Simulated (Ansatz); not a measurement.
# Cu3Sn: the cost of one run

Computed with Ansatz 0.2.0 (DFT PBEsol, scalar-relativistic, plane waves, PAW, unless a step's input says otherwise).

17 further runs of the same task are left out: 1 that didn't finish, 16 set aside as unsound or not needed.

## (1) The system as given

The structure is hexagonal, space group P6_3/mmc (No. 194). The conventional cell has a = 5.482 Å, b = 5.482 Å, c = 4.250 Å, α = 90.00°, β = 90.00°, γ = 120.00°. Cu (site symmetry mm2) is surrounded by 8 Cu at 2.56 to 2.92 Å and 4 Sn at 2.71 to 2.74 Å. Sn (site symmetry -6m2) is surrounded by 12 Cu at 2.71 to 2.74 Å.

Structure file:

```cif
data_structure
_symmetry_space_group_name_H-M 'P6_3/mmc'
_symmetry_Int_Tables_number 194
_cell_length_a 5.4817
_cell_length_b 5.4817
_cell_length_c 4.2504
_cell_angle_alpha 90.000
_cell_angle_beta 90.000
_cell_angle_gamma 120.000
_cell_volume 110.61
loop_
_atom_site_label
_atom_site_type_symbol
_atom_site_symmetry_multiplicity
_atom_site_Wyckoff_symbol
_atom_site_fract_x
_atom_site_fract_y
_atom_site_fract_z
_atom_site_occupancy
Cu1 Cu 6 h 0.15575 0.84425 0.75000 1
Sn1 Sn 2 c 0.33333 0.66667 0.25000 1
```

It goes back to an entry of the Materials Project, which need not be the stable form.

It is the result of an earlier relaxation at this level (volume 13.83 Å³/atom; gap on the mesh: none (metal)).

## (2) Plan of the line

The energy is mapped over volume and the cell's shape.

- volume per atom: 7 values from 12.720 to 14.932 Å³
- c/a of the conventional cell: 7 values from 0.687 to 0.875

Nothing else is relaxed (fractional coordinates fixed). Energies count from the relaxed crystal. Points are written as (first, second).

## (3) Grid point (12.720 Å³, 0.716)

The input, input.yaml:

```yaml
crystal:
  lattice:
    - [5.4761954849, 0.0, 0.0]
    - [-2.7380977424, 4.742524406, 0.0]
    - [0.0, 0.0, 3.9182178694]
  atoms:
    - { symbol: Cu, position: [0.155752779, 0.844247221, 0.75] }
    - { symbol: Cu, position: [0.311505558, 0.155752779, 0.25] }
    - { symbol: Cu, position: [0.844247221, 0.688494442, 0.25] }
    - { symbol: Cu, position: [0.155752779, 0.311505558, 0.75] }
    - { symbol: Cu, position: [0.688494442, 0.844247221, 0.75] }
    - { symbol: Cu, position: [0.844247221, 0.155752779, 0.25] }
    - { symbol: Sn, position: [0.3333333333, 0.6666666667, 0.25] }
    - { symbol: Sn, position: [0.6666666667, 0.3333333333, 0.75] }
basis:
  ecutwfc: 520.0
kpoints:
  mp_grid: { grid: [9, 9, 10] }
hamiltonian:
  xc: pbesol
  pseudopotentials: { kind: paw, azcp: { folder: soft_1 } }
scf:
  occupations: { method: gaussian, width: 0.15 }
output:
  forces: true
  stress: true
  eigenvalues: true
```

Command:

```
> ansatz run input.yaml --threads 4 --pin off --max-ram 8192MiB --backend cpu --events-out ev --progress --plain --runs-dir out
```

**Question.** How long does this run take on 4 threads of Arm Neoverse N1, shared host, and how much memory does it need?

About 32 s, with a peak of 0.96 GiB.
